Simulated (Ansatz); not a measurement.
**HF/3-21G run of CH7AlSi (SMILES [CH3][AlH][SiH3])**

Aim: the electronic atomisation energy of CH7AlSi at HF/3-21G, from 5 runs. 

Program for the calculation: Ansatz 0.2.0.

68 further runs of the same task are left out: 68 set aside as unsound or not needed.

### 1 The molecule

CH7AlSi has 10 atoms, charge 0, and is taken as a singlet. SMILES: `[CH3][AlH][SiH3]`. The shape is that of a PBE0-D4/def2-TZVP optimisation.

Bond lengths: C1–Al2 1.953 Å, Al2–Si3 2.461 Å, C1–H4 1.096 Å, C1–H5 1.092 Å, C1–H6 1.096 Å, Al2–H7 1.593 Å, Si3–H8 1.494 Å, Si3–H9 1.494 Å, Si3–H10 1.490 Å. Some angles: C1–Al2–Si3 120.6°, C1–Al2–H7 118.9°, Si3–Al2–H7 120.4°, Al2–C1–H4 110.5°, Al2–C1–H5 113.7°, Al2–C1–H6 110.2°, Al2–Si3–H8 110.9°, Al2–Si3–H9 110.7°, Al2–Si3–H10 114.1°, H4–C1–H5 108.0°.

### 2 The energy at HF/3-21G

Input file run.yaml:

```yaml
crystal:
  periodic: [false, false, false]
  atoms:
    - symbol: C
      position_ang: [-1.428400, 0.967200, -0.792400]
    - symbol: Al
      position_ang: [0.409100, 0.309500, -0.720900]
    - symbol: Si
      position_ang: [1.161700, -1.107300, 1.145400]
    - symbol: H
      position_ang: [-1.909200, 0.659300, -1.727500]
    - symbol: H
      position_ang: [-2.050600, 0.624100, 0.036600]
    - symbol: H
      position_ang: [-1.438000, 2.063000, -0.790400]
    - symbol: H
      position_ang: [1.416900, 0.709200, -1.887700]
    - symbol: H
      position_ang: [0.334900, -2.347600, 1.241000]
    - symbol: H
      position_ang: [1.000200, -0.395000, 2.448500]
    - symbol: H
      position_ang: [2.586600, -1.533600, 1.050400]
basis:
  gaussian:
    orbitals: 3-21G.json
hamiltonian:
  xc: hf
output:
  orbitals: {seedname: orbitals}
accuracy: high
```

The basis set 3-21G is read from a file made from the Basis Set Exchange's data (not shown).

Launch:

```bash
$ ansatz run run.yaml --threads 1 --pin off --max-ram 3480MiB --events-out events.jsonl --progress --plain --runs-dir runs
```

Log:

```text
Warning: RAYON_NUM_THREADS=1 ignored (pool sized by the plan → 1); use --threads N
Functional definition: HF
  name "HF"
  exchange = exact_x
  correlation = 0
1146 factors; integrals over basis functions are off by at most 6.3e-9 eV
mean field evaluation 1: about -15500.4895 eV, gradient 2.0e1 eV
mean field evaluation 2: about -15500.6818 eV, gradient 2.0e1 eV
mean field evaluation 4: about -15501.9523 eV, gradient 1.7e0 eV
mean field evaluation 8: about -15501.9669 eV, gradient 1.5e-4 eV
mean field -15501.96692459 eV, -569.6867768682 hartree, gradient 2.6e-8 eV, S^2 0.000000; 0 other end points of the search recorded, 0 dependent functions left out
reference -15501.96692459 eV, -569.6867768682 hartree; 20, 20 occupied and 29, 29 virtual orbitals, 1146 factors
Total energy: -15501.96692459 eV, -569.6867768682 hartree
```

Wall time 0.6 s (1 thread of Arm Neoverse V1, shared host); peak memory 0.11 GiB.

### 3 The Al atom

Input file input.yaml:

```yaml
crystal:
  periodic: [false, false, false]
  atoms:
    - {symbol: Al, position_ang: [0.000000, 0.000000, 0.000000]}
basis:
  gaussian: {orbitals: 3-21G.json}
magnetization: {spin_polarized: true, initial_magnetization: 1}
hamiltonian: {xc: hf}
accuracy: high
```

The basis set 3-21G is read from a file made from the Basis Set Exchange's data (not shown).

Run the same way, it converges to -240.55105 Eh (log not shown).

### 4 The C atom

Input file molecule.yaml:

```yaml
crystal:
  periodic: [false, false, false]
  atoms:
    - {symbol: C, position_ang: [0.000000, 0.000000, 0.000000]}
basis:
  gaussian:
    orbitals: 3-21G.json
magnetization:
  spin_polarized: true
  initial_magnetization: 2
hamiltonian:
  xc: hf
accuracy: high
```

The basis set 3-21G is read from a file made from the Basis Set Exchange's data (not shown).

Run the same way, it converges to -37.48107 Eh (log not shown).

### 5 The H atom, same level

Edit input.yaml of step 3 so:

```diff
@@ -3,3 +3,3 @@
   atoms:
-    - {symbol: Al, position_ang: [0.000000, 0.000000, 0.000000]}
+    - {symbol: H, position_ang: [0.000000, 0.000000, 0.000000]}
 basis:
```

The basis set 3-21G is read from a file made from the Basis Set Exchange's data (not shown).

Run the same way, it converges to -0.49620 Eh (log not shown).

### 6 The Si atom

Input file input.yaml:

```yaml
crystal:
  periodic: [false, false, false]
  atoms:
    - {symbol: Si, position_ang: [0.000000, 0.000000, 0.000000]}
basis:
  gaussian:
    orbitals: 3-21G.json
magnetization:
  spin_polarized: true
  initial_magnetization: 2
hamiltonian:
  xc: hf
accuracy: high
```

The basis set 3-21G is read from a file made from the Basis Set Exchange's data (not shown).

Launch:

```bash
$ ansatz run input.yaml --threads 1 --pin off --max-ram 3480MiB --events-out events.jsonl --progress --plain --runs-dir runs
```

Log:

```text
Warning: RAYON_NUM_THREADS=1 ignored (pool sized by the plan → 1); use --threads N
Functional definition: HF
  name "HF"
  exchange = exact_x
  correlation = 0
78 factors; integrals over basis functions are off by at most 3.4e-9 eV
mean field evaluation 1: about -7818.9387 eV, gradient 2.7e0 eV
mean field evaluation 2: about -7818.9448 eV, gradient 2.7e0 eV
mean field evaluation 4: about -7819.0416 eV, gradient 1.1e-1 eV
mean field evaluation 8: about -7819.0403 eV, gradient 3.5e-8 eV
mean field evaluation 16: about -7819.0456 eV, gradient 1.7e-3 eV
mean field evaluation 32: about -7819.0403 eV, gradient 8.0e-3 eV
mean field -7819.04028989 eV, -287.3444307175 hartree, gradient 4.7e-8 eV, S^2 2.000009; 1 other end points of the search recorded, 0 dependent functions left out
reference -7819.04028989 eV, -287.3444307175 hartree; 8, 6 occupied and 5, 7 virtual orbitals, 78 factors
Total energy: -7819.04028989 eV, -287.3444307175 hartree
```

It took 0.06 s on 1 thread of Arm Neoverse V1, shared host.

### 7 Outcome

At HF/3-21G:

```
                     quantity          value
       molecule: total energy  -569.68678 Eh
        molecule: HOMO energy       -9.84 eV
        molecule: LUMO energy        1.01 eV
      molecule: HOMO–LUMO gap       10.85 eV
        Al atom: total energy  -240.55105 Eh
                Al atom: ⟨S²⟩          0.750
         C atom: total energy   -37.48107 Eh
                 C atom: ⟨S²⟩          2.001
         H atom: total energy    -0.49620 Eh
                 H atom: ⟨S²⟩          0.750
        Si atom: total energy  -287.34443 Eh
                Si atom: ⟨S²⟩          2.000
electronic atomisation energy      22.772 eV
```

**Reading.** Taking the molecule apart into free atoms costs 22.77 eV (2197 kJ/mol), before zero-point energy and without spin-orbit coupling. Hartree–Fock lacks the correlation of the bonding pairs, which as a rule makes this value much too low; in minimal bases other errors can mask that. The basis has no polarisation functions, which makes bonds too weak.
